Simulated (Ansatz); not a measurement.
# LaGe2S2: from the start to rest, part 1 of 2

Aim: in LaGe2S2, a known structure type filled with other elements, at an estimated volume, relax cell and atoms, then read levels, charges and fields where it ends.

All numbers below are computed with Ansatz 0.2.0 (DFT, PBE, no spin polarisation, plane waves, PAW).

## (1) The structure

It takes space group P-3m1 (No. 164, trigonal). Conventional cell: a = 4.472 Å, b = 4.472 Å, c = 7.299 Å, α = 90.00°, β = 90.00°, γ = 120.00°. Ge (site symmetry 3m) has 4 S at 2.66 to 2.68 Å as nearest neighbours. Around S (site symmetry 3m) lie 4 Ge at 2.66 to 2.68 Å and 3 La at 3.69 Å. Around La (site symmetry -3m) lie 6 Ge at 3.26 Å and 6 S at 3.69 Å.

As a file:

```
Ge S La
1.0
     2.23605    3.87296    0.00000
    -2.23605    3.87296    0.00000
     0.00000    0.00000    7.29879
Ge S La
2 2 1
Direct
  0.33330 0.33340 0.27192
  0.66670 0.66660 0.72808
  0.33330 0.33340 0.63870
  0.66670 0.66660 0.36130
  0.00000 0.00000 0.00000
```

The first density is read from a saved solution for the starting cell.

## (2) The relaxation

The input, input.yaml:

```yaml
crystal:
  lattice:
    - [2.236055, 3.87296, 0.0]
    - [-2.236055, 3.87296, 0.0]
    - [0.0, 0.0, 7.298791]
  atoms:
    - { symbol: Ge, position: [0.3333, 0.3334, 0.27192] }
    - { symbol: Ge, position: [0.6667, 0.6666, 0.72808] }
    - { symbol: S, position: [0.3333, 0.3334, 0.6387] }
    - { symbol: S, position: [0.6667, 0.6666, 0.3613] }
    - { symbol: La, position: [0.0, 0.0, 0.0] }
  symmetry: { tolerance: 0.0003 }
kpoints:
  mp_grid: { grid: [8, 8, 5], shift: [0, 0, 0] }
magnetization:
  spin_polarized: false
scf:
  occupations: { method: fermi_dirac, width: 0.0497 }
  lower_state_search: "off"
hamiltonian:
  pseudopotentials: { kind: paw }
  xc: pbe
basis:
  ecutwfc: 420
  fft_grid_basis: typed
relax:
  max_steps: 80
  cell: { p_target: 0.0 }
output:
  forces: true
  stress: true
  eigenvalues: true
  bader: true
  populations: true
  elf: true
  write_potential: true
  volumetric_format: npy
  dos:
    e_range: [-12, 8]
    de: 0.05
    projected: { site_lists: { Ge: [Ge], La: [La], S: [S] } }
  write_density: true
checkpoint:
  read: saved_state
```

Launch:

```sh
$ ansatz run input.yaml --threads 2 --pin off --max-ram 3584MiB --backend cpu --events-out ev --progress --plain --runs-dir out
```

The program printed:

```text
Warning: the atoms were moved onto the symmetric positions of the space group found under crystal.symmetry.tolerance 3.0e-4 (fractional; no operation is sought that the atoms, as they stand in a round, miss by more than twice it, and no atom is moved by as much as it), and the run uses the moved positions. Before a round's move an operation carried an atom to 4.47e-4 Å from where it should land, the largest such distance. Atom 0 (counting from 0) moved farthest, by 2.58e-4 Å; the longest move in fractions of the cell, of whichever atom, is 0.24 of the tolerance, in 1 round. To run the atoms as typed, lower crystal.symmetry.tolerance until the operations that they miss are no longer found, or set crystal.symmetry.detect: false (a key that needs symmetry detection or time reversal refuses this as the deck is read). The positions used, in the order of the run's atom list: position: [0.3333333333333333, 0.3333333333333333, 0.27192]; position: [0.6666666666666666, 0.6666666666666666, 0.72808]; position: [0.3333333333333333, 0.3333333333333333, 0.6387]; position: [0.6666666666666666, 0.6666666666666666, 0.3613]; position: [0.0, 0.0, 0.0]; The lattice was moved too: crystal.lattice keeps the space group found at crystal.symmetry.tolerance 3.0e-4 only nearly: the operation that it misses by the most changes a squared length by the fraction 3.88e-7. The run uses the lattice that is a stretch of the typed one, with no rotation, onto the one that keeps every operation to a double's rounding (on a very oblique basis the stretch itself rounds by more); the deck's lattice vector that moved farthest moved by 5.01e-7 Å. To run the lattice as typed, set crystal.symmetry.tolerance under 3.88e-7, the least fraction by which an operation that the lattice misses changes a squared length (the same key also sets how far an atom may lie from its image, so lowering it can lose operations that the atoms keep only within it), or set crystal.symmetry.detect: false, as for the atoms. crystal.lattice made exact, in Å and degrees: [[2.2360547492803406, 3.8729604342592374, 0.0], [-2.2360547492803406, 3.8729604342592374, 0.0], [0.0, 0.0, 7.298791]]. Pasted over the deck's crystal.lattice, beside positions in fractional coordinates, it runs the same cell (given as lengths and angles, that cell in the form's own orientation, a rigid turn of the misfit's size from the one run here, for which a checkpoint.post_process_only pass over this run's state can be refused: where this run relaxes nothing, give such a pass this deck's own crystal.lattice, as typed; behind a relaxation, as crystal.lattice, the state's own cell, identity.cell in its checkpoint.json), and a matrix so pasted ends this notice, except on a very skew basis of the lattice, where the rounding of the pasted numbers themselves can read as a misfit: the cell is then moved again, and that move is told again. The lattice as run is in this notice's lattice.as_run_ang field (Run.prep()["deck_notices"] in Python, the deck_notice line of an events file, deck_notices of ansatz run --dry-run=json, or deck_notices in record.json in the deck's checkpoint.write directory).
Warning: checkpoint.read: basis.xc_grid differs: saved 1, current 2 (points along each axis for each point of the dense box; where the key is left out runs that use forces, runs that use the stress, dielectric runs by a finite field, finite-displacement phonons, runs of phonons.displacement_patterns under a GGA or a meta-GGA, phonons by method: dfpt, dielectric runs by the response, runs on support functions, runs on PAW files under a meta-GGA or a hybrid on one, runs at kind: all_electron or under a hybrid on a GGA, runs under a text's formulas of a gradient, and runs on PAW files that evaluate rPW86 or Becke's exchange or LYP's correlation can take a finer level, which can go by the root key accuracy; a number is taken as typed: the saved number, typed, holds this deck to the state's level, where the deck is accepted there); the SCF iterates at this deck's level from the saved density; a trajectory continued from that state goes on on another energy surface; basis.xc_grid: 1, typed and accepted, keeps it on the saved one
Warning: RAYON_NUM_THREADS=2 ignored (pool sized by the plan → 2); use --threads N
La: projections on atomic orbitals take those of the free atom [Kr 4d10] 4f0 5s2 5p6 5d1 6s2, of charge +0.00 (hamiltonian.pseudopotentials.projection_atoms); the dataset's partial waves leave at most 1.9e-5 of an orbital's norm unspanned inside its sphere
Engine: ansatz 0.2.0, aarch64-unknown-linux-gnu
Pseudopotentials: kind: paw
Pseudopotential: Ge, paw, valence charge 14, recommended cutoff 420 eV (normal), Ge.paw.azcp
Pseudopotential: S, paw, valence charge 6, recommended cutoff 420 eV (normal), S.paw.azcp
Pseudopotential: La, paw, valence charge 11, recommended cutoff 420 eV (normal), La.paw.azcp
Functional definition: PBE
  parameter kappa = 0.804
  parameter beta = 0.06672455060314922
  exchange = pbe_x(kappa = kappa, mu = beta*pi^2/3)
  correlation = pbe_c(beta = beta)
Crystal: 5 atoms, lattice volume = 126.417 Å³
Basis set: ecut = 420 eV, 2539 PW (Γ), exchange–correlation on 60×60×100 points (8 copies of the dense FFT grid, shifted against one another)
Bands: 31, of which v1, the nominal top of the filled ones, is band 26 counted from 1 (25 counted from 0)
Symmetry: 12 space group operations
Space group: P-3m1 (ITA 164), of the structure as read, at distance tolerance 1.5e-3 Å
k-points: 40 of 320
Non-local potential: Ge, projectors of the file, l = 0: 2, l = 1: 2, l = 2: 3, l = 3: 1
Non-local potential: S, projectors of the file, l = 0: 2, l = 1: 2, l = 2: 2
Non-local potential: La, projectors of the file, l = 0: 3, l = 1: 2, l = 2: 2, l = 3: 3
PAW form: soft (Blöchl's): semilocal exchange-correlation on the pseudo side does not see the compensation charge
PAW one-centre angular grid: Ge, 590 points (default); XC on 64 Gauss nodes
PAW one-centre angular grid: S, 110 points (default); XC on 64 Gauss nodes
PAW one-centre angular grid: La, 590 points (default); XC on 64 Gauss nodes
Initial density: read from a saved state, or passed on in memory by an earlier SCF of this step, an earlier step, the calling program or the single point that the run made first
Initial wavefunctions: pseudopotential atomic-orbital guess
Functional: x = pbe(κ = 0.804, μ = 0.2195149727645171), c = pbe(β = 0.06672455060314922)
iter 1 solved again at ethr=7.70e-6 eV; its pass at ethr=3.10e-3 eV (dr2=3.93e-3 eV) is discarded
SCF iter   1: F=—  HF=-16645.047300 eV  |F-HF|=—  |Δ(HF+E_count)|=         —  Δρ=1.09e-3  dr2=3.50e-3  ethr=7.70e-6  ⟨swp⟩=2.3  Hψ=7312  notcnv=0
preconditioner: auto → LDOS  [metal: Δε(μ)=0.034 eV  Ē_g=8.971 eV  σ=0.050 eV  W_gap=0.17  n_scr=22 (ndim 8)  ℏωp=17.8 eV  f_vac=0.021  D(μ)=3.63/eV (n_scr^D=22)  β→1.0]
SCF iter   2: F=—  HF=-16645.047013 eV  |F-HF|=—  |Δ(HF+E_count)|=   2.87e-4  Δρ=3.00e-4  dr2=1.21e-4  ethr=6.86e-6  ⟨swp⟩=2.0  Hψ=1791  notcnv=0
SCF iter   3: F=—  HF=-16645.047039 eV  |F-HF|=—  |Δ(HF+E_count)|=   2.64e-5  Δρ=1.30e-4  dr2=3.36e-5  ethr=2.37e-7  ⟨swp⟩=2.1  Hψ=2090  notcnv=0
SCF iter   4: F=—  HF=-16645.047011 eV  |F-HF|=—  |Δ(HF+E_count)|=   2.82e-5  Δρ=4.90e-5  dr2=7.51e-6  ethr=6.60e-8  ⟨swp⟩=2.2  Hψ=2139  notcnv=0
SCF iter   5: F=—  HF=-16645.047010 eV  |F-HF|=—  |Δ(HF+E_count)|=   8.61e-7  Δρ=1.40e-5  dr2=5.35e-7  ethr=1.47e-8  ⟨swp⟩=2.0  Hψ=1741  notcnv=0
SCF iter   6: F=-16645.047010 eV  HF=-16645.047010 eV  |F-HF|=3.18e-8  |Δ(HF+E_count)|=   2.57e-8  Δρ=4.86e-6  dr2=3.53e-8  ethr=1.96e-10  ⟨swp⟩=10.9  Hψ=9675  notcnv=0
SCF 1 converged in 6 iterations: F = -16645.047010 eV  dr2 = 3.53e-8
relax step   1: F+E_penalty+E_count = -16645.04700995 eV  Δ(F+E_penalty+E_count) = +0.000e0 eV  max|allowed force component| = 1.338e0 eV/Å  Δτ_max = 0.0000 Å  P = -2.640 GPa  Ω = 126.417 Å³  (6 SCF iters, dr2 threshold 1.00e-7 eV, accepted)
Crystal: 5 atoms, lattice volume = 123.043 Å³
Basis set: ecut = 420 eV, 2417 PW (Γ), exchange–correlation on 60×60×100 points (8 copies of the dense FFT grid, shifted against one another)
Initial density: handed on by an earlier stage of this run
Initial wavefunctions: those handed on with the density
iter 1 solved again at ethr=5.34e-5 eV; its pass at ethr=3.10e-3 eV (dr2=2.72e-2 eV) is discarded
SCF iter   1: F=—  HF=-16645.639095 eV  |F-HF|=—  |Δ(HF+E_count)|=         —  Δρ=5.25e-3  dr2=2.80e-2  ethr=5.34e-5  ⟨swp⟩=1.6  Hψ=8505  notcnv=0
preconditioner: auto → LDOS  [metal: Δε(μ)=0.020 eV  Ē_g=9.104 eV  σ=0.050 eV  W_gap=0.10  n_scr=22 (ndim 8)  ℏωp=18.0 eV  f_vac=0.022  D(μ)=4.02/eV (n_scr^D=34)  β→1.0]
SCF iter   2: F=—  HF=-16645.636387 eV  |F-HF|=—  |Δ(HF+E_count)|=   2.71e-3  Δρ=2.19e-3  dr2=1.08e-2  ethr=5.34e-5  ⟨swp⟩=3.5  Hψ=2040  notcnv=0  defer=1
SCF iter   3: F=—  HF=-16645.633539 eV  |F-HF|=—  |Δ(HF+E_count)|=   2.85e-3  Δρ=5.88e-4  dr2=7.66e-4  ethr=2.12e-5  ⟨swp⟩=2.0  Hψ=1786  notcnv=0
SCF iter   4: F=—  HF=-16645.633512 eV  |F-HF|=—  |Δ(HF+E_count)|=   2.72e-5  Δρ=1.60e-4  dr2=3.72e-5  ethr=1.50e-6  ⟨swp⟩=2.0  Hψ=1893  notcnv=0
SCF iter   5: F=—  HF=-16645.633471 eV  |F-HF|=—  |Δ(HF+E_count)|=   4.14e-5  Δρ=3.81e-5  dr2=2.58e-6  ethr=7.30e-8  ⟨swp⟩=2.2  Hψ=2202  notcnv=0
SCF iter   6: F=-16645.633471 eV  HF=-16645.633471 eV  |F-HF|=3.19e-7  |Δ(HF+E_count)|=   8.73e-7  Δρ=1.34e-5  dr2=1.63e-7  ethr=9.80e-10  ⟨swp⟩=12.7  Hψ=12286  notcnv=0
SCF 2 converged in 6 iterations: F = -16645.633471 eV  dr2 = 1.63e-7
relax step   2: F+E_penalty+E_count = -16645.63347117 eV  Δ(F+E_penalty+E_count) = -5.865e-1 eV  max|allowed force component| = 8.561e-1 eV/Å  Δτ_max = 0.1949 Å  P = -2.311 GPa  Ω = 123.043 Å³  energy of the carried Pulay correction = +2.700e-4 eV  (6 SCF iters, dr2 threshold 5.00e-7 eV, accepted)
Crystal: 5 atoms, lattice volume = 115.925 Å³
Basis set: ecut = 420 eV, 2261 PW (Γ), exchange–correlation on 60×60×100 points (8 copies of the dense FFT grid, shifted against one another)
iter 1 solved again at ethr=1.95e-4 eV; its pass at ethr=3.10e-3 eV (dr2=9.94e-2 eV) is discarded
SCF iter   1: F=—  HF=-16645.986881 eV  |F-HF|=—  |Δ(HF+E_count)|=         —  Δρ=5.94e-3  dr2=1.00e-1  ethr=1.95e-4  ⟨swp⟩=1.2  Hψ=8375  notcnv=0
preconditioner: auto → LDOS  [metal: Δε(μ)=0.005 eV  Ē_g=9.282 eV  σ=0.050 eV  W_gap=0.02  n_scr=22 (ndim 8)  ℏωp=18.6 eV  f_vac=0.020  D(μ)=3.12/eV (n_scr^D=22)  β→1.0]
SCF iter   2: F=—  HF=-16645.969189 eV  |F-HF|=—  |Δ(HF+E_count)|=   1.77e-2  Δρ=2.36e-3  dr2=1.01e-2  ethr=1.95e-4  ⟨swp⟩=4.2  Hψ=2124  notcnv=0  defer=1
SCF iter   3: F=—  HF=-16645.967434 eV  |F-HF|=—  |Δ(HF+E_count)|=   1.76e-3  Δρ=1.08e-3  dr2=2.03e-3  ethr=1.99e-5  ⟨swp⟩=2.1  Hψ=2090  notcnv=0
SCF iter   4: F=—  HF=-16645.966906 eV  |F-HF|=—  |Δ(HF+E_count)|=   5.27e-4  Δρ=3.84e-4  dr2=3.62e-4  ethr=3.99e-6  ⟨swp⟩=2.0  Hψ=2066  notcnv=0
SCF iter   5: F=—  HF=-16645.966735 eV  |F-HF|=—  |Δ(HF+E_count)|=   1.72e-4  Δρ=1.15e-4  dr2=2.96e-5  ethr=7.10e-7  ⟨swp⟩=2.0  Hψ=1982  notcnv=0
```

(Continued in part 2 of 2.)
